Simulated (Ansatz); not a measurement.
# C₃H₉Cl₃GaP: a ladder of functionals and wavefunction methods

The task here is to estimate one member of a computed series from the others.

Computed with Ansatz 0.2.0, Gaussian basis. Level: functionals in def2-TZVPP, the program's frozen cores in correlated methods.

Plan: LDA (SPW92), PBE-D4, revPBE-D4, BLYP-D4, r2SCAN-D4, B97M-V, PBE0-D4, B3LYP-D4, r2SCANh-D4, r2SCAN0-D4, HSE06-D4, BHLYP-D4, CAM-B3LYP-D4, LC-ωPBE, ωB97X-V, ωB97M-V, B2PLYP, PBE-QIDH; CCSD(T)/def2-SVP; CCSD(T)/def2-TZVPP; MP2/def2-QZVPP; extrapolation to the limit; RPA on PBE.

## The relaxed structure

The geometry comes from an earlier relaxation with PBE0-D4 in a triple-zeta def2 set; it is a stationary point, not always the lowest conformer.

SMILES `C[P+](C)(C)[Ga-]([Cl])([Cl])[Cl]`, 17 atoms, charge 0, spin multiplicity 1.

Atoms are counted from 1 here; the program's logs count them from 0.

Bond lengths: C1–P2 1.806 Å, C1–H9 1.091 Å, C1–H10 1.092 Å, C1–H11 1.091 Å, P2–C3 1.806 Å, P2–C4 1.806 Å, P2–Ga5 2.388 Å, C3–H12 1.091 Å, C3–H13 1.091 Å, C3–H14 1.092 Å, C4–H15 1.092 Å, C4–H16 1.091 Å, C4–H17 1.091 Å, Ga5–Cl6 2.173 Å, Ga5–Cl7 2.173 Å, Ga5–Cl8 2.172 Å. Angles: P2–C1–H9 108.8°, P2–C1–H10 111.4°, P2–C1–H11 108.8°, H9–C1–H10 109.8°, H9–C1–H11 108.3°, H10–C1–H11 109.7°, C1–P2–C3 107.1°, C1–P2–C4 107.1°, C1–P2–Ga5 111.8°, C3–P2–C4 107.1°, C3–P2–Ga5 111.8°, C4–P2–Ga5 111.8°, P2–C3–H12 108.8°, P2–C3–H13 108.8°, P2–C3–H14 111.4°, H12–C3–H13 108.3°, H12–C3–H14 109.8°, H13–C3–H14 109.8° and more.

The first run:

in.yaml

```yaml
crystal:
  periodic: [false, false, false]
  atoms:
    - {symbol: C, position_ang: [0.199043, -1.241846, -1.356520]}
    - {symbol: P, position_ang: [0.023362, -0.102094, 0.033686]}
    - {symbol: C, position_ang: [1.569977, -0.159243, 0.964937]}
    - {symbol: C, position_ang: [-1.266961, -0.770012, 1.106769]}
    - {symbol: Ga, position_ang: [-0.488878, 2.112972, -0.695961]}
    - {symbol: Cl, position_ang: [-0.623704, 3.214957, 1.171530]}
    - {symbol: Cl, position_ang: [1.216320, 2.612694, -1.946116]}
    - {symbol: Cl, position_ang: [-2.367793, 1.849776, -1.754298]}
    - {symbol: H, position_ang: [0.993900, -0.878667, -2.010106]}
    - {symbol: H, position_ang: [0.433903, -2.252190, -1.016304]}
    - {symbol: H, position_ang: [-0.733543, -1.251172, -1.923188]}
    - {symbol: H, position_ang: [1.483403, 0.500352, 1.830004]}
    - {symbol: H, position_ang: [2.376085, 0.212079, 0.329924]}
    - {symbol: H, position_ang: [1.798838, -1.173986, 1.296070]}
    - {symbol: H, position_ang: [-1.026596, -1.782587, 1.436344]}
    - {symbol: H, position_ang: [-2.211090, -0.774712, 0.559481]}
    - {symbol: H, position_ang: [-1.376277, -0.116319, 1.973737]}
basis:
  gaussian: {orbitals: def2-TZVPP}
hamiltonian: {xc: lda}
output: {orbitals: {seedname: orbitals}}
```

Launch:

```
$ ansatz run in.yaml --threads 4 --pin off --events-out ev --progress --plain --max-ram 66560MiB --backend cuda --devices 0, --max-vram 37GiB
```

Steps of the session up to this table: LDA; PBE-D4 (GGA); revPBE-D4 (GGA); BLYP-D4 (GGA); r2SCAN-D4 (meta-GGA); B97M-V (meta-GGA); PBE0-D4 (hybrid); B3LYP-D4 (hybrid); r2SCANh-D4 (hybrid); r2SCAN0-D4 (hybrid); HSE06-D4 (hybrid); BHLYP-D4 (hybrid); CAM-B3LYP-D4 (range-separated); LC-ωPBE (range-separated); ωB97X-V (range-separated); ωB97M-V (range-separated); B2PLYP (double hybrid); PBE-QIDH (double hybrid).

One of the session's tables, all rows but one given; the rest of the session is left out.

It belongs to the step «Orbital energies across the functionals». 

```
  functional  HOMO (eV)  gap (eV)
 LDA (SPW92)      -6.85      5.46
      PBE-D4      -6.72      5.65
   revPBE-D4      -6.67      5.73
     BLYP-D4      -6.58      5.57
   r2SCAN-D4      -7.03      6.31
      B97M-V      -7.11      6.39
     PBE0-D4      -7.98      7.89
    B3LYP-D4      -7.75      7.35
  r2SCANh-D4      -7.49      7.11
  r2SCAN0-D4          ?         ?
    HSE06-D4      -7.58      7.13
    BHLYP-D4      -9.12      9.89
CAM-B3LYP-D4      -9.27     10.15
     LC-ωPBE     -10.58     12.74
     ωB97X-V     -10.26     12.21
     ωB97M-V     -10.08     11.69
```

Estimate the missing values for r2SCAN0-D4.

Worked estimate for «HOMO (eV)». Against the share of exact exchange, r2SCAN-D4 (0, -7.03), r2SCANh-D4 (0.1, -7.49) give a slope of -4.60 per unit share; at 0.25 the line stands at -8.18.

The run gave: HOMO (eV): -8.17; gap (eV): 8.30. In «HOMO (eV)» the line misses by -0.01.
